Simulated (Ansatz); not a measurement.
# TiB (Pnma): relaxation of cell and ions

What cell does TiB (Pnma) relax to? Aim: a relaxation of cell and ions, for TiB (Pnma), run from a script.

Program: Ansatz 0.2.0 through its Python package. Level of theory: DFT r2SCAN, plane waves, PAW. These are calculated values, not measurements.

## Step 1: The system

The structure is orthorhombic, space group Pnma (No. 62). The conventional cell has a = 6.120 Å, b = 3.060 Å, c = 4.560 Å, α = 90.00°, β = 90.00°, γ = 90.00°. Around Ti (site symmetry m) lie 7 B at 2.34 to 2.54 Å. B (site symmetry m) has 2 B at 1.83 Å and 7 Ti at 2.34 to 2.54 Å as nearest neighbours.

No structure file is read: the coordinates are typed or built in the script.

## Step 2: The script

Contents of tib.py:

```python
"""Variable-cell relaxation of TiB."""

from pathlib import Path

import ansatz
from ase import Atoms
from ase.data import atomic_numbers
from ase.neighborlist import neighbor_list
import matplotlib.pyplot as plt
import numpy as np
from pymatgen.core import Lattice, Structure
from pymatgen.io.ase import AseAtomsAdaptor
import spglib

def edges_and_angles(cell):
    cell = np.asarray(cell)
    a, b, c = np.linalg.norm(cell, axis=1)
    cosines = cell[1] @ cell[2] / (b * c), cell[0] @ cell[2] / (a * c), cell[0] @ cell[1] / (a * b)
    return (a, b, c, *np.degrees(np.arccos(cosines)))


def main() -> None:
    pmg_structure = Structure(
        Lattice([(6.12, 0.0, 0.0), (0.0, 3.06, 0.0), (0.0, 0.0, 4.56)]),
        ["Ti", "Ti", "Ti", "Ti", "B", "B", "B", "B"],
        [
            (0.177, 0.25, 0.123),
            (0.823, 0.75, 0.877),
            (0.323, 0.75, 0.623),
            (0.677, 0.25, 0.377),
            (0.029, 0.25, 0.603),
            (0.971, 0.75, 0.397),
            (0.471, 0.75, 0.103),
            (0.529, 0.25, 0.897),
        ],
    )
    crystal = ansatz.Crystal.from_ase(AseAtomsAdaptor.get_atoms(pmg_structure))

    # shape and ions at fixed volume
    setup = (
        crystal.calculation()
        .functional("r2scan")
        .occupations(ansatz.OccupationsMethod.METHFESSEL_PAXTON)
        .kpoints(5, 9, 6)
        .relax(force_tolerance=0.005, max_steps=100, fix_cell=["volume"])
        .density()
        .potential()
        .electron_localization_function()
        .output_files(volumetric_format="npy")
    )
    steps = []


    def collect(event):
        if event["event"] == "relax_step":
            steps.append(event["data"])


    done = setup.session().plan().execute(on_event=collect)
    r = done.report
    for s in steps:
        flag = "" if s["accepted"] else "  (rejected)"
        print("step %2d  E = %.5f eV  largest force component = %.4f eV/A%s" % (s["step"], s["lagrangian_ev"], s["allowed_force_max_ev_ang"], flag))

    first, last = steps[0], steps[-1]
    symbols = [site.symbol for site in done.lattice.sites]
    print(f"energy gained {first['lagrangian_ev'] - last['lagrangian_ev']:.4f} eV in {len(steps) - 1} steps")
    for label, vectors in (("before", first["cell_ang"]), ("after", done.lattice.cell_ang)):
        print(label, "a b c (A) {:.4f} {:.4f} {:.4f}  angles {:.2f} {:.2f} {:.2f}".format(*edges_and_angles(vectors)), f" V = {abs(np.linalg.det(vectors)):.3f} A^3")
    print("final stress xx yy zz (GPa, compression positive):", np.round(np.diag(r["stress_gpa"]), 3) + 0.0)

    change = np.array(last["positions_ang"]) @ np.linalg.inv(last["cell_ang"]) - np.array(first["positions_ang"]) @ np.linalg.inv(first["cell_ang"])
    moved = np.linalg.norm(change @ np.array(last["cell_ang"]), axis=1)
    print("displacement within the cell, strain taken out (A):", " ".join(f"{s}:{d:.3f}" for s, d in zip(symbols, moved)))

    fig, (top, bottom) = plt.subplots(2, 1, sharex=True, figsize=(4.5, 4))
    top.plot([s["lagrangian_ev"] - last["lagrangian_ev"] for s in steps], "o-")
    top.set_ylabel("E - E(final) (eV)")
    bottom.semilogy([max(s["allowed_force_max_ev_ang"], 1e-6) for s in steps], "s-")
    bottom.set(xlabel="step", ylabel="largest force (eV/A)")
    fig.tight_layout()
    fig.savefig("relax.png", dpi=100)

    final = Atoms(symbols, positions=last["positions_ang"], cell=done.lattice.cell_ang, pbc=True)
    i, j, d = neighbor_list("ijd", final, 4.5)
    print("neighbours within 1.15 times the shortest distance of each atom (A)")
    for atom in range(len(final)):
        near = [m for m in np.argsort(d) if i[m] == atom]
        shell = [m for m in near if d[m] < 1.15 * d[near[0]]]
        print(f"{symbols[atom]}{atom} ({len(shell)}):", ", ".join(f"{symbols[j[m]]} {d[m]:.3f}" for m in shell))

    print("atom   start x y z (A)              end x y z (A)")
    for symbol, a, b in zip(symbols, first["positions_ang"], last["positions_ang"]):
        print(f"{symbol:3s}", " ".join(f"{v:8.4f}" for v in a), "  ", " ".join(f"{v:8.4f}" for v in b))

    print("%-22s %14.5f eV" % ("F = E - TS", r["free_energy_ev"]))
    print("%-22s %14.5f eV" % ("E", r["internal_energy_ev"]))
    print("%-22s %14.5f eV" % ("Harris-Foulkes", r["harris_foulkes_ev"]))
    print("%-22s %14.5f eV" % ("Fermi level", r["fermi_energy_ev"]))

    spg_cell = (done.lattice.cell_ang, [s.position_frac for s in done.lattice.sites], [atomic_numbers[s.symbol] for s in done.lattice.sites])
    # the group found depends on the tolerance
    for tolerance in (1e-5, 1e-3, 1e-1):
        print(f"symprec {tolerance:g} A: {spglib.get_spacegroup(spg_cell, symprec=tolerance)}")
    print("operations used by the run:", r["n_symmetry_ops"])

    folder = Path(done.write_results("fields"))
    print("densities in e/A^3, potentials in eV, ELF without unit")
    for name in sorted(p.name for p in folder.glob("*.npy")):
        field = np.load(folder / name)
        print(f"{name:16s} {str(field.shape):16s} min {field.min():10.4f}  mean {field.mean():10.4f}  max {field.max():10.4f}")


if __name__ == "__main__":
    main()
```

## Step 3: The input behind the calls

The engine receives this input:

```yaml
crystal:
  lattice:
    - [6.12, 0.0, 0.0]
    - [0.0, 3.06, 0.0]
    - [0.0, 0.0, 4.56]
  atoms:
    - { symbol: Ti, position: [0.177, 0.25, 0.123] }
    - { symbol: Ti, position: [0.823, 0.75, 0.877] }
    - { symbol: Ti, position: [0.323, 0.75, 0.623] }
    - { symbol: Ti, position: [0.677, 0.25, 0.377] }
    - { symbol: B, position: [0.028999999999999998, 0.25, 0.603] }
    - { symbol: B, position: [0.971, 0.75, 0.397] }
    - { symbol: B, position: [0.471, 0.75, 0.103] }
    - { symbol: B, position: [0.529, 0.25, 0.8970000000000001] }
kpoints:
  mp_grid:
    grid: [5, 9, 6]
hamiltonian:
  xc: r2scan
scf:
  occupations:
    method: methfessel_paxton
relax:
  f_tol: 0.005
  max_steps: 100
  cell:
    fix: [volume]
output:
  write_density: true
  write_potential: true
  volumetric_format: npy
  elf: true
```

## Step 4: Running it

Launch:

```console
$ python tib.py
```

Q: Predict the main results. Wanted: free energy; moves of the relaxation; energy gained; last largest force component; relaxed conventional cell; space group at the end; highest ELF outside the cores.

As calculated:

| quantity | value |
| --- | --- |
| free energy | -10650.8973 eV (-1331.3622 eV/atom) |
| moves of the relaxation | 4 |
| energy gained (ahead of the last change of basis) | 1.3 meV/atom |
| last largest force component | 0.0010 eV/Å |
| relaxed conventional cell | a = 6.116 Å, b = 3.056 Å, c = 4.569 Å, α = 90.00°, β = 90.00°, γ = 90.00° |
| space group at the end | Pnma |
| highest ELF outside the cores | 0.83, on the B–B line |

The volume hardly changed, and the space group stayed Pnma. Reading the output:
- Spin is left out of this run.
- Part of the cell is held or a pressure is applied, so the end point needn't be the zero-pressure lattice.
- The mesh is modest for a metal, so energies can be off by several to tens of meV an atom and pressures by half a GPa or more; differences at equal mesh fare better.
- The zero of the levels is a convention of the potentials, so an absolute Fermi energy is no work function.
- Energies along a relaxation are free energies. Rows at an unchanged volume are solved on a plane-wave basis chosen afresh for that cell, so the energy jumps there and such rows are no steps of the walk.
- Densities and potentials on the grid are those of the valence electrons, and inside the cores they hang on the potentials used.
